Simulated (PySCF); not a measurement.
# SrO⁺ at other levels of theory

Aim: see what other levels and later steps give for SrO⁺.

Program: PySCF 2.14.0. Level of theory: method and basis as typed in the scripts. These are calculated values, not measurements.

5 further runs of the same task are left out: 1 for a known fault of the program, 4 that didn't finish.

## (1) Starting geometry

SrO⁺: 2 atoms, charge 1, spin multiplicity 2.

Bond lengths: Sr1–O2 2.241 Å.

## (2) The base run

File input.py:

```python
from pyscf import gto, dft, tdscf

mol = gto.M(
    atom='Sr 0 0 0; O 0 0 2.241',
    basis='lanl2dz',
    ecp={'Sr': 'lanl2dz'},
    charge=1,
    spin=1,
    verbose=4,
)
mf = dft.UKS(mol, xc='b3pw91')
mf.kernel()
td = tdscf.TDDFT(mf)
td.nstates = 3
td.kernel()
td.analyze(verbose=3)
mf.dip_moment()
print('orbital energies (hartree):', [e[max(0, n-3):n+3].round(4) for e, n in zip(mf.mo_energy, mol.nelec)])
```

On the command line:

```bash
> OMP_NUM_THREADS=1 python input.py
```

Its log is not repeated here.

In short: E(SCF) = -105.336439 Eh, 11 cycles, ⟨S²⟩ = 0.754, excitations 1.26, 1.26, 1.81 eV.

The bond length is a typed value, not an optimised one. The dipole of an ion depends on the origin.

## (3) SCF alone

Run 1 changes step after the SCF: tddft → none.

File input.py:

```python
from pyscf import gto, dft

mol = gto.M(
    atom='Sr 0 0 0; O 0 0 2.241',
    basis='lanl2dz',
    ecp={'Sr': 'lanl2dz'},
    charge=1,
    spin=1,
    verbose=4,
)
mf = dft.UKS(mol, xc='b3pw91')
mf.kernel()
mf.dip_moment()
print('orbital energies (hartree):', [e[max(0, n-3):n+3].round(4) for e, n in zip(mf.mo_energy, mol.nelec)])
```

On the command line:

```bash
> OMP_NUM_THREADS=1 python input.py
```

## (4) Wb97x

Run 2 changes functional: b3pw91 → wb97x.

Edit input.py of step 2 so:

```diff
@@ -10,3 +10,3 @@
 )
-mf = dft.UKS(mol, xc='b3pw91')
+mf = dft.UKS(mol, xc='wb97x')
 mf.kernel()
```

## (5) Geometry optimisation

Run 3 changes step after the SCF: tddft → optimize.

File input.py:

```python
from pyscf import gto, dft
from pyscf.geomopt.geometric_solver import optimize

mol = gto.M(
    atom='Sr 0 0 0; O 0 0 2.241',
    basis='lanl2dz',
    ecp={'Sr': 'lanl2dz'},
    charge=1,
    spin=1,
    verbose=4,
)
mf = dft.UKS(mol, xc='b3pw91')
mf.kernel()
g = mf.nuc_grad_method()
g.grid_response = True
mol_eq = optimize(g.as_scanner(), maxsteps=30)
print('optimised geometry (angstrom)')
print(mol_eq.tostring('raw'))
print('orbital energies (hartree):', [e[max(0, n-3):n+3].round(4) for e, n in zip(mf.mo_energy, mol.nelec)])
```

## (6) Blyp

Run 4 changes functional: b3pw91 → blyp.

Edit input.py of step 2 so:

```diff
@@ -10,3 +10,3 @@
 )
-mf = dft.UKS(mol, xc='b3pw91')
+mf = dft.UKS(mol, xc='blyp')
 mf.kernel()
```

Q: Predict the outcome of this session. Wanted: for each run, E(SCF); from base; gap, α spin; after the SCF.

**Answer**, as computed:

```csv
run,E(SCF) (hartree),from base (eV),cycles,"gap, α spin (eV)",after the SCF
base,-105.336439,0,11,2.71,lowest root found 1.26 eV
SCF alone,-105.336439,0.0000,11,2.71,n/a
wb97x,-105.324901,not comparable,11,7.27,lowest root found 2.48 eV
geometry optimisation,-105.336439,0.0000,11,2.71,"bond 2.198 Å, -0.012 eV"
blyp,-105.300577,not comparable,14,1.75,lowest root found 1.07 eV
```

SCF columns refer to the geometry typed in the script.

What this shows: The α-spin gap between the frontier levels is 1.7 eV with blyp (0 % exact exchange) and 2.7 eV with b3pw91 (20 %): exact exchange opens it. Total energies of different functionals can't be compared with each other; differences within one functional can.
